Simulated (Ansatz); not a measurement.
# LiSe+ (triplet): from Hartree-Fock to the top rungs, cc-pVDZ

The task here is to estimate one member of a computed series from the others.

Computed with Ansatz 0.2.0, Gaussian basis. Level: cc-pVDZ, core rule «outside noble gas», up to 15 orbitals frozen.

The runs, in order: UHF; CCSD(T) on ROHF; CCSD(T) on UHF; BCCD(T) on ROHF; CISD; CCSDT(Q) on ROHF; CCSDT(Q) on UHF; CISDTQ; Full CI.

19 further runs of the same task are left out: 7 for a known fault of the program, 2 that didn't finish, 10 set aside as unsound or not needed.

## The system

The geometry is a PBE0/def2-TZVP stationary point (not a proven minimum). No spin-orbit coupling is included. The filled d shell of Se may be among the frozen orbitals whatever the setting's name suggests; the logs give the count.

2 atoms, charge 1, spin multiplicity 3.

Atoms are counted from 1 here; the program's logs count them from 0.

Bond lengths: Se1–Li2 2.568 Å.

Set-up of the first run:

in.yaml

```yaml
crystal:
  periodic: [false, false, false]
  atoms:
    - {symbol: Se, position_ang: [0.000000, 0.000000, 0.000000]}
    - {symbol: Li, position_ang: [0.000000, 0.000000, 2.568200]}
basis:
  gaussian: {orbitals: cc-pVDZ}
total_charge: 1
magnetization: {spin_polarized: true, initial_magnetization: 2}
hamiltonian: {xc: hf}
output: {orbitals: {seedname: orbitals}}
```

Command:

```sh
ansatz run in.yaml --threads 1 --pin off --events-out ev --progress --plain --max-ram 2393MiB
```

Steps of the session up to this table: UHF; CCSD(T) on ROHF; CCSD(T) on UHF; BCCD(T) on ROHF; CISD; CCSDT(Q) on ROHF; CCSDT(Q) on UHF; CISDTQ; Full CI.

One table of the session follows, with a row left open; its other results are not shown here.

It belongs to the step «Misses and costs». 

```
   method  from FCI (kcal/mol)
     ROHF               +59.55
      UHF               +56.87
     RMP2               +10.83
     UMP2               +11.08
     CISD                +2.37
    RCCSD                +1.08
    UCCSD                    ?
 RCCSD(T)                +0.25
 UCCSD(T)                +0.07
  BCCD(T)                +0.25
   RCCSDT                +0.06
   UCCSDT                -0.11
   CISDTQ                +0.02
RCCSDT(Q)                 0.00
UCCSDT(Q)                -0.17
      FCI                    0
```

Estimate the missing values for UCCSD.

The run gave: from FCI (kcal/mol): +0.85. In the column «from FCI (kcal/mol)» it lies between BCCD(T) (+0.25) and RCCSD (+1.08).

Caveats from the session: UCCSDT, UCCSDT(Q) fall below full CI: unrestricted runs freeze a spin-polarised core, another one than full CI's, and coupled cluster isn't variational. Levels on UHF freeze UHF's core orbitals, full CI those of ROHF, so the U rows can settle a little off it for that reason alone. Restricted and unrestricted rows rest on different reference determinants; where their highest levels disagree by more than a few hundredths of an eV, they describe different states and don't form one ladder.
